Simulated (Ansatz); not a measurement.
# C₁₂H₈: how energies converge with the basis set

The task here is to estimate one member of a computed series from the others.

The runs use Ansatz 0.2.0, Gaussian basis; one geometry, several basis sets.

The runs, in order: PBE0-D4/def2-SVP; ωB97M-V/def2-SVP; PBE0-D4/def2-QZVPP; ωB97M-V/def2-QZVPP; the functionals' def2-TZVPP values are taken from earlier runs.

## The geometry

All runs share one geometry, relaxed beforehand with PBE0-D4 in a triple-zeta def2 set.

SMILES `c1ccc2c(c1)-c1ccccc1-2`, 20 atoms, charge 0, spin multiplicity 1.

Atoms are counted from 1 here; the program's logs count them from 0.

Bond lengths: C1–C2 1.381 Å, C1–C6 1.411 Å, C1–H13 1.084 Å, C2–C3 1.411 Å, C2–H14 1.084 Å, C3–C4 1.365 Å, C3–H15 1.083 Å, C4–C5 1.416 Å, C4–C12 1.502 Å, C5–C6 1.365 Å, C5–C7 1.502 Å, C6–H16 1.083 Å, C7–C8 1.365 Å, C7–C12 1.416 Å, C8–C9 1.411 Å, C8–H17 1.083 Å, C9–C10 1.381 Å, C9–H18 1.084 Å and more. Angles: C2–C1–C6 122.0°, C2–C1–H13 119.0°, C6–C1–H13 119.1°, C1–C2–C3 122.0°, C1–C2–H14 119.0°, C3–C2–H14 119.1°, C2–C3–C4 115.7°, C2–C3–H15 120.9°, C4–C3–H15 123.4°, C3–C4–C5 122.3°, C3–C4–C12 147.7°, C5–C4–C12 90.0°, C4–C5–C6 122.3°, C4–C5–C7 90.0°, C6–C5–C7 147.7°, C1–C6–C5 115.7°, C1–C6–H16 120.9°, C5–C6–H16 123.4° and more.

Set-up of the first run:

Contents of in.yaml:

```yaml
crystal:
  periodic: [false, false, false]
  atoms:
    - {symbol: C, position_ang: [-1.711514, -1.273528, -2.354273]}
    - {symbol: C, position_ang: [-0.611476, -2.106630, -2.298254]}
    - {symbol: C, position_ang: [0.432130, -1.905078, -1.370067]}
    - {symbol: C, position_ang: [0.282813, -0.836402, -0.534548]}
    - {symbol: C, position_ang: [-0.845277, 0.017941, -0.591994]}
    - {symbol: C, position_ang: [-1.858414, -0.170318, -1.486738]}
    - {symbol: C, position_ang: [-0.282788, 0.836414, 0.534523]}
    - {symbol: C, position_ang: [-0.432063, 1.905157, 1.369964]}
    - {symbol: C, position_ang: [0.611477, 2.106642, 2.298240]}
    - {symbol: C, position_ang: [1.711465, 1.273478, 2.354338]}
    - {symbol: C, position_ang: [1.858365, 0.170255, 1.486820]}
    - {symbol: C, position_ang: [0.845223, -0.018026, 0.592086]}
    - {symbol: H, position_ang: [-2.484822, -1.473819, -3.087106]}
    - {symbol: H, position_ang: [-0.548700, -2.940220, -2.988439]}
    - {symbol: H, position_ang: [1.287259, -2.569788, -1.341256]}
    - {symbol: H, position_ang: [-2.728872, 0.472104, -1.545993]}
    - {symbol: H, position_ang: [-1.287297, 2.569736, 1.341287]}
    - {symbol: H, position_ang: [0.548720, 2.940263, 2.988389]}
    - {symbol: H, position_ang: [2.484841, 1.473861, 3.087075]}
    - {symbol: H, position_ang: [2.728918, -0.472049, 1.545957]}
basis:
  gaussian: {orbitals: def2-SVP}
hamiltonian: {xc: pbe0, dispersion: d4}
output: {orbitals: {seedname: orbitals}}
```

The run is started by

```
ansatz run in.yaml --threads 4 --pin off --events-out ev --progress --plain --max-ram 66560MiB --backend cpu
```

Steps of the session up to this table: PBE0-D4 in def2-SVP; ωB97M-V in def2-SVP; PBE0-D4 in def2-QZVPP; ωB97M-V in def2-QZVPP.

One table of the session follows, with a row left open; its other results are not shown here.

It belongs to the step «Density functionals: the series». 

```
functional       basis  HOMO (eV)
   PBE0-D4    def2-SVP          ?
   PBE0-D4  def2-TZVPP      -5.88
   PBE0-D4  def2-QZVPP      -5.90
   ωB97M-V    def2-SVP      -7.79
   ωB97M-V  def2-TZVPP      -7.79
   ωB97M-V  def2-QZVPP      -7.80
```

Q: Estimate the row for PBE0-D4, def2-SVP from the others.

As computed: HOMO (eV): -5.89. In the column «HOMO (eV)» it lies between PBE0-D4, def2-QZVPP (-5.90) and PBE0-D4, def2-TZVPP (-5.88).
